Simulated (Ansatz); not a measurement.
# C₂H₇BFNSi: up Jacob's ladder to CCSD(T)

The task here is to estimate one member of a computed series from the others.

Program: Ansatz 0.2.0, Gaussian basis. Level of theory: functionals in def2-TZVPP, the program's frozen cores in correlated methods. These are calculated values, not measurements.

The runs, in order: PBE-D4, r2SCAN-D4, PBE0-D4, B3LYP-D4, ωB97X-V, ωB97M-V, B2PLYP; CCSD(T)/def2-TZVPP; MP2/def2-QZVPP; extrapolation to the limit.

### The relaxed structure

An earlier PBE0-D4 in a triple-zeta def2 set relaxation fixed the geometry.

SMILES `NB(F)/C=C/[SiH3]`, 13 atoms, charge 0, spin multiplicity 1.

Atoms are counted from 1 here; the program's logs count them from 0.

Bond lengths: N1–B2 1.395 Å, N1–H7 1.006 Å, N1–H8 1.004 Å, B2–F3 1.344 Å, B2–C4 1.558 Å, C4–C5 1.339 Å, C4–H9 1.091 Å, C5–Si6 1.861 Å, C5–H10 1.091 Å, Si6–H11 1.487 Å, Si6–H12 1.489 Å, Si6–H13 1.489 Å. Angles: B2–N1–H7 122.6°, B2–N1–H8 122.9°, H7–N1–H8 114.5°, N1–B2–F3 118.0°, N1–B2–C4 122.8°, F3–B2–C4 119.2°, B2–C4–C5 122.7°, B2–C4–H9 119.0°, C5–C4–H9 118.2°, C4–C5–Si6 124.1°, C4–C5–H10 117.3°, Si6–C5–H10 118.6°, C5–Si6–H11 109.1°, C5–Si6–H12 110.8°, C5–Si6–H13 110.8°, H11–Si6–H12 109.3°, H11–Si6–H13 109.3°, H12–Si6–H13 107.6°.

As a file:

| atom | x (Å) | y (Å) | z (Å) |
| --- | --- | --- | --- |
| N1 | 0.2730 | -2.8560 | -0.0680 |
| B2 | 0.5592 | -1.5643 | -0.5115 |
| F3 | 1.4262 | -1.4244 | -1.5290 |
| C4 | -0.0804 | -0.2927 | 0.1212 |
| C5 | 0.1955 | 0.9457 | -0.3061 |
| Si6 | -0.5455 | 2.4899 | 0.4213 |
| H7 | 0.6881 | -3.6746 | -0.4788 |
| H8 | -0.3626 | -3.0448 | 0.6855 |
| H9 | -0.7837 | -0.4085 | 0.9474 |
| H10 | 0.9001 | 1.0449 | -1.1327 |
| H11 | -1.4673 | 2.1136 | 1.5259 |
| H12 | 0.5181 | 3.3862 | 0.9515 |
| H13 | -1.3002 | 3.2504 | -0.6121 |

Set-up of the first run:

in.yaml reads:

```yaml
crystal:
  periodic: [false, false, false]
  atoms:
    - {symbol: N, position_ang: [0.273027, -2.855964, -0.068022]}
    - {symbol: B, position_ang: [0.559157, -1.564314, -0.511485]}
    - {symbol: F, position_ang: [1.426215, -1.424444, -1.528988]}
    - {symbol: C, position_ang: [-0.080430, -0.292671, 0.121162]}
    - {symbol: C, position_ang: [0.195505, 0.945730, -0.306084]}
    - {symbol: Si, position_ang: [-0.545538, 2.489918, 0.421306]}
    - {symbol: H, position_ang: [0.688086, -3.674622, -0.478775]}
    - {symbol: H, position_ang: [-0.362606, -3.044804, 0.685485]}
    - {symbol: H, position_ang: [-0.783658, -0.408504, 0.947435]}
    - {symbol: H, position_ang: [0.900137, 1.044866, -1.132725]}
    - {symbol: H, position_ang: [-1.467328, 2.113617, 1.525949]}
    - {symbol: H, position_ang: [0.518148, 3.386151, 0.951504]}
    - {symbol: H, position_ang: [-1.300215, 3.250440, -0.612063]}
basis:
  gaussian: {orbitals: def2-TZVPP}
hamiltonian: {xc: pbe, dispersion: d4}
output: {forces: true, orbitals: {seedname: orbitals}}
```

Launch:

```bash
$ ansatz run in.yaml --threads 4 --pin off --events-out ev --progress --plain --max-ram 10444MiB
```

Steps of the session up to this table: PBE-D4 (GGA); r2SCAN-D4 (meta-GGA); PBE0-D4 (hybrid); B3LYP-D4 (hybrid); ωB97X-V (range-separated); ωB97M-V (range-separated); B2PLYP (double hybrid); CCSD(T) in def2-TZVPP; MP2 in def2-QZVPP.

One of the session's tables, all rows but one given; the rest of the session is left out.

```
            method  atomisation energy (kJ/mol)
            PBE-D4                       5220.9
         r2SCAN-D4                       5136.7
           PBE0-D4                       5134.8
          B3LYP-D4                       5140.1
           ωB97X-V                       5136.5
           ωB97M-V                       5144.3
            B2PLYP                       5084.4
     HF/def2-TZVPP                       3826.5
    MP2/def2-TZVPP                       5071.2
   CCSD/def2-TZVPP                       4914.3
CCSD(T)/def2-TZVPP                            ?
           MP2/CBS                       5198.9
       CCSD(T)/CBS                       5113.5
```

Estimate the missing values for CCSD(T)/def2-TZVPP.

The run gave: atomisation energy (kJ/mol): 4985.8. In the column «atomisation energy (kJ/mol)» it lies between CCSD/def2-TZVPP (4914.3) and MP2/def2-TZVPP (5071.2).
